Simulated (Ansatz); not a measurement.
# B26N27 (Qingsongite): the cost of one run

Computed with Ansatz 0.2.0 (DFT, PBE, plane-wave PAW, default files, scalar-relativistic, unless a step's input says otherwise).

### Step 1. The system as given

The structure is cubic, space group F-43m (No. 216). The conventional cell has a = 10.845 Å, b = 10.845 Å, c = 10.845 Å, α = 90.00°, β = 90.00°, γ = 90.00°. B (site symmetry m) has 4 N at 1.57 Å as nearest neighbours. B (site symmetry 3m) has 4 N at 1.57 Å as nearest neighbours. B (site symmetry 2mm) is surrounded by 4 N at 1.57 Å. N (site symmetry 3m) is surrounded by 3 B at 1.57 Å. N (site symmetry 2mm) is surrounded by 4 B at 1.57 Å. N (site symmetry m) is surrounded by 4 B at 1.57 Å. N (site symmetry 3m) has 4 B at 1.57 Å as nearest neighbours. Only part of the 9 independent sites is listed.

As a file:

```cif
data_structure
_symmetry_space_group_name_H-M 'F-43m'
_symmetry_Int_Tables_number 216
_cell_length_a 10.8450
_cell_length_b 10.8450
_cell_length_c 10.8450
_cell_angle_alpha 90.000
_cell_angle_beta 90.000
_cell_angle_gamma 90.000
_cell_volume 1275.52
loop_
_atom_site_label
_atom_site_type_symbol
_atom_site_symmetry_multiplicity
_atom_site_Wyckoff_symbol
_atom_site_fract_x
_atom_site_fract_y
_atom_site_fract_z
_atom_site_occupancy
B1 B 48 h 0.16667 0.00000 0.16667 1
B2 B 16 e 0.83333 0.33333 0.16667 1
B3 B 16 e 0.16667 0.16667 0.33333 1
B4 B 24 f 0.50000 0.16667 0.00000 1
N1 N 16 e 0.08333 0.41667 0.58333 1
N2 N 24 g 0.25000 0.41667 0.75000 1
N3 N 48 h 0.58333 0.25000 0.91667 1
N4 N 16 e 0.41667 0.08333 0.91667 1
N5 N 4 c 0.25000 0.25000 0.25000 1
```

The vacant site is at (0.000, 0.000, 0.000) in fractional coordinates of the input's cell.

### Step 2. First run, atoms as given

File input.yaml:

```yaml
crystal:
  lattice:
    - [0.0, 5.4225, 5.4225]
    - [5.4225, 0.0, 5.4225]
    - [5.4225, 5.4225, 0.0]
  atoms:
    - { symbol: B, position: [0.0, 0.0, 0.3333333333] }
    - { symbol: B, position: [0.0, 0.0, 0.6666666667] }
    - { symbol: B, position: [0.0, 0.3333333333, 0.0] }
    - { symbol: B, position: [0.0, 0.3333333333, 0.3333333333] }
    - { symbol: B, position: [0.0, 0.3333333333, 0.6666666667] }
    - { symbol: B, position: [0.0, 0.6666666667, 0.0] }
    - { symbol: B, position: [0.0, 0.6666666667, 0.3333333333] }
    - { symbol: B, position: [0.0, 0.6666666667, 0.6666666667] }
    - { symbol: B, position: [0.3333333333, 0.0, 0.0] }
    - { symbol: B, position: [0.3333333333, 0.0, 0.3333333333] }
    - { symbol: B, position: [0.3333333333, 0.0, 0.6666666667] }
    - { symbol: B, position: [0.3333333333, 0.3333333333, 0.0] }
    - { symbol: B, position: [0.3333333333, 0.3333333333, 0.3333333333] }
    - { symbol: B, position: [0.3333333333, 0.3333333333, 0.6666666667] }
    - { symbol: B, position: [0.3333333333, 0.6666666667, 0.0] }
    - { symbol: B, position: [0.3333333333, 0.6666666667, 0.3333333333] }
    - { symbol: B, position: [0.3333333333, 0.6666666667, 0.6666666667] }
    - { symbol: B, position: [0.6666666667, 0.0, 0.0] }
    - { symbol: B, position: [0.6666666667, 0.0, 0.3333333333] }
    - { symbol: B, position: [0.6666666667, 0.0, 0.6666666667] }
    - { symbol: B, position: [0.6666666667, 0.3333333333, 0.0] }
    - { symbol: B, position: [0.6666666667, 0.3333333333, 0.3333333333] }
    - { symbol: B, position: [0.6666666667, 0.3333333333, 0.6666666667] }
    - { symbol: B, position: [0.6666666667, 0.6666666667, 0.0] }
    - { symbol: B, position: [0.6666666667, 0.6666666667, 0.3333333333] }
    - { symbol: B, position: [0.6666666667, 0.6666666667, 0.6666666667] }
    - { symbol: "N", position: [0.0833333333, 0.0833333333, 0.0833333333], spin: 0.5 }
    - { symbol: "N", position: [0.0833333333, 0.0833333333, 0.4166666667] }
    - { symbol: "N", position: [0.0833333333, 0.0833333333, 0.75], spin: 0.5 }
    - { symbol: "N", position: [0.0833333333, 0.4166666667, 0.0833333333] }
    - { symbol: "N", position: [0.0833333333, 0.4166666667, 0.4166666667] }
    - { symbol: "N", position: [0.0833333333, 0.4166666667, 0.75] }
    - { symbol: "N", position: [0.0833333333, 0.75, 0.0833333333], spin: 0.5 }
    - { symbol: "N", position: [0.0833333333, 0.75, 0.4166666667] }
    - { symbol: "N", position: [0.0833333333, 0.75, 0.75] }
    - { symbol: "N", position: [0.4166666667, 0.0833333333, 0.0833333333] }
    - { symbol: "N", position: [0.4166666667, 0.0833333333, 0.4166666667] }
    - { symbol: "N", position: [0.4166666667, 0.0833333333, 0.75] }
    - { symbol: "N", position: [0.4166666667, 0.4166666667, 0.0833333333] }
    - { symbol: "N", position: [0.4166666667, 0.4166666667, 0.4166666667] }
    - { symbol: "N", position: [0.4166666667, 0.4166666667, 0.75] }
    - { symbol: "N", position: [0.4166666667, 0.75, 0.0833333333] }
    - { symbol: "N", position: [0.4166666667, 0.75, 0.4166666667] }
    - { symbol: "N", position: [0.4166666667, 0.75, 0.75] }
    - { symbol: "N", position: [0.75, 0.0833333333, 0.0833333333], spin: 0.5 }
    - { symbol: "N", position: [0.75, 0.0833333333, 0.4166666667] }
    - { symbol: "N", position: [0.75, 0.0833333333, 0.75] }
    - { symbol: "N", position: [0.75, 0.4166666667, 0.0833333333] }
    - { symbol: "N", position: [0.75, 0.4166666667, 0.4166666667] }
    - { symbol: "N", position: [0.75, 0.4166666667, 0.75] }
    - { symbol: "N", position: [0.75, 0.75, 0.0833333333] }
    - { symbol: "N", position: [0.75, 0.75, 0.4166666667] }
    - { symbol: "N", position: [0.75, 0.75, 0.75] }
magnetization:
  spin_polarized: true
total_charge: -1
kpoints:
  mp_grid: { grid: [3, 3, 3] }
scf:
  occupations: { method: fermi_dirac, width: 0.01 }
hamiltonian:
  xc: pbe
  pseudopotentials: { kind: paw }
output:
  forces: true
  stress: true
  populations: true
  efg:
    quadrupole_moments_barn: { B: 0.04059, "N": 0.02044 }
    contact_densities: true
```

Command:

```
$ ansatz run input.yaml --threads 1 --pin off --max-ram 3072MiB --backend cpu --events-out ev --progress --plain --runs-dir out
```

What time and memory should one allow on 1 thread of Intel Xeon Platinum 8259CL at 2.50GHz (Skylake/Cascade Lake), shared host?

About 67 s, with a peak of 0.95 GiB.
